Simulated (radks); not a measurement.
# The first electron to leave Cr

One table from this session's results is given with a row withheld; the runs are named, their logs left out.

Method: non-relativistic Kohn-Sham, PBE, spin-polarised, spherical densities, point nucleus; open shells are filled with parallel spins first. Code: radks (a radial shooting solver on a logarithmic mesh, Libxc functionals) version 1.

4 further runs of the same task are left out: 4 set aside as unsound or not needed.

## The atom as given

| Quantity | Value |
| --- | --- |
| element | chromium (Z = 24) |
| charge | 0 |
| electrons | 24 |
| configuration | [Ar] 3d5 4s1 |

Outer shells as boxes (Hund's rule):

Cr
```
[Ar] core
3d [↑ ][↑ ][↑ ][↑ ][↑ ]
4s [↑ ]
```

Set-up of the first run:

The run's settings:

```text
Z 24
configuration [Ar] 3d5 4s1
relativity non-relativistic
functional pbe,pbe
spin polarised
nucleus point
```

Among the steps run: The parent, Cr.

One of the session's tables, all rows but one given; the rest of the session is left out.

It belongs to the step «The parent, Cr». Radial moments (bohr):

| level | <r> | outermost maximum (interpolated) | 90 % within | nodes |
| --- | --- | --- | --- | --- |
| 2p up | 0.2612 | 0.199 | 0.428 | 0 |
| 2p down | 0.2607 | 0.199 | 0.427 | 0 |
| 3s up | 0.9106 | 0.784 | 1.37 | 2 |
| 3s down | ? | ? | ? | ? |
| 3p up | 0.9699 | 0.801 | 1.50 | 1 |
| 3p down | 0.9729 | 0.802 | 1.51 | 1 |
| 4s up | 3.366 | 2.72 | 5.16 | 3 |
| 3d up | 1.462 | 0.837 | 2.67 | 0 |

Q: Estimate the row for 3s down from the others.

As computed: <r>: 0.9118; outermost maximum (interpolated): 0.784; 90 % within: 1.37; nodes: 2. In the column «<r>» it lies between 3s up (0.9106) and 3p up (0.9699).

Caveats from the session: Open shells are spherical and high-spin; term and fine-structure splittings are not resolved.
